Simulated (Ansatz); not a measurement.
# C6H16Cl2N2Sn: the cost of one run

Program: Ansatz 0.2.0, Gaussian basis. Level of theory: one geometry, several basis sets. These are calculated values, not measurements.

Plan: PBE0-D4/def2-SVP; ωB97M-V/def2-SVP; PBE0-D4/def2-QZVPP; ωB97M-V/def2-QZVPP; the functionals' def2-TZVPP values are taken from earlier runs.

## 1. Structure used throughout

All runs share one geometry, relaxed beforehand with PBE0-D4 in a triple-zeta def2 set. Sn takes the def2 core potential; no spin-orbit term is included.

SMILES `CC(C)[NH][Sn]([Cl])([Cl])[NH]C(C)C`, 27 atoms, charge 0, spin multiplicity 1.

Atoms are counted from 1 here; the program's logs count them from 0.

Bond lengths: C1–C2 1.516 Å, C1–H12 1.093 Å, C1–H13 1.095 Å, C1–H14 1.092 Å, C2–C3 1.519 Å, C2–N4 1.464 Å, C2–H15 1.101 Å, C3–H16 1.092 Å, C3–H17 1.093 Å, C3–H18 1.093 Å, N4–Sn5 2.000 Å, N4–H19 1.014 Å, Sn5–Cl6 2.334 Å, Sn5–Cl7 2.334 Å, Sn5–N8 2.000 Å, N8–C9 1.464 Å, N8–H20 1.014 Å, C9–C10 1.516 Å and more. Angles: C2–C1–H12 110.4°, C2–C1–H13 112.1°, C2–C1–H14 110.4°, H12–C1–H13 107.8°, H12–C1–H14 108.8°, H13–C1–H14 107.2°, C1–C2–C3 111.3°, C1–C2–N4 109.7°, C1–C2–H15 108.0°, C3–C2–N4 108.4°, C3–C2–H15 108.1°, N4–C2–H15 111.3°, C2–C3–H16 110.6°, C2–C3–H17 111.1°, C2–C3–H18 110.3°, H16–C3–H17 107.8°, H16–C3–H18 108.7°, H17–C3–H18 108.2° and more.

## 2. PBE0-D4 in def2-SVP

in.yaml reads:

```yaml
crystal:
  periodic: [false, false, false]
  atoms:
    - {symbol: C, position_ang: [-1.983991, -0.599011, 1.068024]}
    - {symbol: C, position_ang: [-1.642680, 0.668697, 1.827027]}
    - {symbol: C, position_ang: [-2.765243, 1.687569, 1.732595]}
    - {symbol: N, position_ang: [-0.426988, 1.265854, 1.270263]}
    - {symbol: Sn, position_ang: [1.262521, 0.199733, 1.186061]}
    - {symbol: Cl, position_ang: [2.924511, 1.836196, 1.114334]}
    - {symbol: Cl, position_ang: [1.551305, -1.126795, 3.084093]}
    - {symbol: N, position_ang: [1.435548, -1.106788, -0.317710]}
    - {symbol: C, position_ang: [1.821625, -0.641703, -1.651548]}
    - {symbol: C, position_ang: [0.846032, 0.417762, -2.126277]}
    - {symbol: C, position_ang: [1.839590, -1.835659, -2.590342]}
    - {symbol: H, position_ang: [-2.131819, -0.379688, 0.007739]}
    - {symbol: H, position_ang: [-1.193297, -1.352082, 1.147390]}
    - {symbol: H, position_ang: [-2.896883, -1.047064, 1.464998]}
    - {symbol: H, position_ang: [-1.509663, 0.404923, 2.887307]}
    - {symbol: H, position_ang: [-3.688980, 1.282297, 2.152006]}
    - {symbol: H, position_ang: [-2.518818, 2.597896, 2.285816]}
    - {symbol: H, position_ang: [-2.943103, 1.959186, 0.689153]}
    - {symbol: H, position_ang: [-0.236811, 2.170076, 1.687504]}
    - {symbol: H, position_ang: [2.006682, -1.890401, -0.021665]}
    - {symbol: H, position_ang: [2.828838, -0.197931, -1.644706]}
    - {symbol: H, position_ang: [-0.169367, 0.014873, -2.154554]}
    - {symbol: H, position_ang: [0.840295, 1.295294, -1.471653]}
    - {symbol: H, position_ang: [1.115159, 0.763354, -3.126197]}
    - {symbol: H, position_ang: [2.137471, -1.530029, -3.595986]}
    - {symbol: H, position_ang: [2.548246, -2.594972, -2.248707]}
    - {symbol: H, position_ang: [0.847921, -2.291887, -2.641466]}
basis:
  gaussian: {orbitals: def2-SVP}
hamiltonian: {xc: pbe0, dispersion: d4}
output: {orbitals: {seedname: orbitals}}
```

The run is started by

```
$ ansatz run in.yaml --threads 11 --pin off --events-out ev --progress --plain --max-ram 110592MiB --backend cpu
```

**Question.** How long does this run take on 11 threads of AMD EPYC 7R13, shared host, and how much memory does it need?

About 3.8 s, with a peak of 1.8 GiB.
